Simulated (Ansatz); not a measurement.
# FH7N2Si: the cost of one run

Method: PBE0-D4, def2-SVP first, then def2-TZVP; program: Ansatz 0.2.0, Gaussian basis.

152 further runs of the same task are left out: 152 set aside as unsound or not needed.

### Step 1. The starting structure

The guess: 11 atoms, charge 0, spin multiplicity 1.

Atoms are counted from 1 here; the program's logs count them from 0.

Bond lengths: Si1–N2 1.832 Å, Si1–H3 1.470 Å, Si1–H4 1.450 Å, Si1–N5 1.713 Å, N2–H6 1.160 Å, N2–H8 1.010 Å, N2–H9 1.011 Å, N5–H10 1.011 Å, N5–H11 1.007 Å. Angles: N2–Si1–H3 104.2°, N2–Si1–H4 106.0°, N2–Si1–N5 102.4°, H3–Si1–H4 110.8°, H3–Si1–N5 104.2°, H4–Si1–N5 127.0°, Si1–N2–H6 90.0°, Si1–N2–H8 116.0°, Si1–N2–H9 115.0°, H6–N2–H8 112.6°, H6–N2–H9 112.3°, H8–N2–H9 109.7°, Si1–N5–H10 115.2°, Si1–N5–H11 117.7°, H10–N5–H11 109.7°.

Coordinates:

| atom | x (Å) | y (Å) | z (Å) |
| --- | --- | --- | --- |
| Si1 | -0.1301 | -0.7815 | 0.1896 |
| N2 | 1.0630 | 0.2416 | -0.7522 |
| H3 | -0.3899 | -1.9312 | -0.6887 |
| H4 | 0.5639 | -1.2001 | 1.3924 |
| N5 | -1.5654 | 0.1484 | 0.0992 |
| H6 | 1.0923 | 1.0078 | 0.1183 |
| F7 | 0.6684 | 1.3230 | 1.2970 |
| H8 | 1.9641 | -0.1789 | -0.9305 |
| H9 | 0.6993 | 0.6442 | -1.6057 |
| H10 | -1.5305 | 1.0402 | 0.5735 |
| H11 | -2.4352 | -0.3135 | 0.3071 |

Distances that are to change: Si1–F7 2.51 Å, N2–H6 1.16 Å, Si1–N2 1.83 Å, H6–F7 1.29 Å.

### Step 2. Constrained relaxation of the guess

Input file hold/in.yaml:

```yaml
crystal:
  periodic: [false, false, false]
  atoms:
    - {symbol: Si, position_ang: [-0.130100, -0.781500, 0.189600]}
    - {symbol: N, position_ang: [1.063000, 0.241600, -0.752200]}
    - {symbol: H, position_ang: [-0.389900, -1.931200, -0.688700]}
    - {symbol: H, position_ang: [0.563900, -1.200100, 1.392400]}
    - {symbol: N, position_ang: [-1.565400, 0.148400, 0.099200]}
    - {symbol: H, position_ang: [1.092300, 1.007800, 0.118300]}
    - {symbol: F, position_ang: [0.668400, 1.323000, 1.297000]}
    - {symbol: H, position_ang: [1.964100, -0.178900, -0.930500]}
    - {symbol: H, position_ang: [0.699300, 0.644200, -1.605700]}
    - {symbol: H, position_ang: [-1.530500, 1.040200, 0.573500]}
    - {symbol: H, position_ang: [-2.435200, -0.313500, 0.307100]}
basis:
  gaussian: {orbitals: def2-SVP}
hamiltonian: {xc: pbe0, dispersion: d4}
relax: {f_tol: 0.04, max_steps: 150, escape_saddle: false, constraints: [{distance: [0, 6]}, {distance: [1, 5]}, {distance: [0, 1]}, {distance: [5, 6]}]}
```

The run is started by

```console
ansatz run in.yaml --threads 4 --pin off --events-out ev --progress --plain --max-ram 9574MiB
```

**Question.** How long does this run take on 4 threads of Arm Neoverse V1, shared host?

About 14 s.
